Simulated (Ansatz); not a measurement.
## Sm3Hf: equation of state with PBE

Sm3Hf:

```
CELL_PARAMETERS angstrom
4.94337 0.00000 0.00000
0.00000 4.94337 0.00000
0.00000 0.00000 4.94337
ATOMIC_POSITIONS crystal
Hf 0.00000 0.00000 0.00000
Sm 0.50000 0.50000 0.00000
Sm 0.00000 0.50000 0.50000
Sm 0.50000 0.00000 0.50000
```

The cell comes from a database or a generator and needn't be the stable form of this composition.

* Program: Ansatz 0.2.0
* Task: equation of state
* Functional: PBE
* Potentials or basis: Ansatz PAW
* Cutoff: 420 eV
* Density cutoff: 1680 eV
* k mesh: 6 × 6 × 6
* Occupations: fermi-dirac, width 0.05 eV
* Spin: collinear spin, ferromagnetic start
* Starting moments: [0.0, 5.0, 5.0, 5.0] μB

| Item | Value |
| --- | --- |
| Equilibrium volume | 31.03 Å³/atom |
| Bulk modulus | 30 GPa |
| Pressure derivative of the bulk modulus | 3.6 |

Energy against volume, from the lowest point:
| volume (Å³/atom) | energy (meV/atom) |
| --- | --- |
| 28.388 | 23.62 |
| 28.992 | 13.56 |
| 29.596 | 6.42 |
| 30.200 | 1.98 |
| 30.804 | 0.00 |
| 31.408 | 0.29 |
| 32.012 | 2.58 |

All runs of the series together: 5 min on 2 threads of Intel(R) Xeon(R) Processor @ 2.50GHz (Skylake/Cascade Lake), with other jobs on the host.

Caveat: without U or exact exchange the open f shell lies at the Fermi level, which spoils levels, moments and volumes. Spin-orbit coupling is left out, which matters for the levels of Hf, Sm.
